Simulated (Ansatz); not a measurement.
# MoC+ (doublet): from Hartree-Fock to the top rungs, def2-QZVPP

The task here is to estimate one member of a computed series from the others.

Method: def2-QZVPP, core rule «outside noble gas», up to 5 orbitals frozen; program: Ansatz 0.2.0, Gaussian basis.

To be run: UHF; ROHF; CCSD(T) on UHF.

2 further runs of the same task are left out: 2 set aside as unsound or not needed.

## What is computed

The geometry is a PBE0/def2-TZVP stationary point (not a proven minimum) of the parent state, kept for this charge and spin. No spin-orbit coupling is included. Elements past krypton take def2 core potentials.

2 atoms, charge 1, spin multiplicity 2.

Atoms are counted from 1 here; the program's logs count them from 0.

Bond lengths: Mo1–C2 1.636 Å.

Geometry (Å):

| atom | x (Å) | y (Å) | z (Å) |
| --- | --- | --- | --- |
| Mo1 | 0.00000 | 0.00000 | 0.00000 |
| C2 | 0.00000 | 0.00000 | 1.63620 |

The first run:

in.yaml

```yaml
crystal:
  periodic: [false, false, false]
  atoms:
    - {symbol: Mo, position_ang: [0.000000, 0.000000, 0.000000]}
    - {symbol: C, position_ang: [0.000000, 0.000000, 1.636200]}
basis:
  gaussian: {orbitals: "def2-QZVPP.json"}
total_charge: 1
magnetization: {spin_polarized: true, initial_magnetization: 1}
hamiltonian: {xc: hf}
output: {orbitals: {seedname: orbitals}}
```

Launch:

```console
> ansatz run in.yaml --threads 1 --pin off --events-out ev --progress --plain --max-ram 4096MiB --backend cpu
```

Among the steps run: UHF; ROHF; CCSD(T) on UHF.

One table of the session follows, with a row left open; its other results are not shown here.

| method | from UCCSD(T) (meV) |
| --- | --- |
| ROHF | ? |
| UMP2 | +1473.9 |
| UCCSD | +620.0 |
| UCCSD(T) | 0 |

Q: Estimate the row for ROHF from the others.

As computed: from UCCSD(T) (meV): +9692.0. In the column «from UCCSD(T) (meV)» it is the highest.

Left out of the table: UHF (another determinant or state than the rows shown).

Caveats from the session: The determinant is far from a pure spin state, so its energy mixes those of several spin states (harmless only where they are near-degenerate, as at dissociation). Warnings: spin contamination; coupled cluster took another determinant than the lowest.
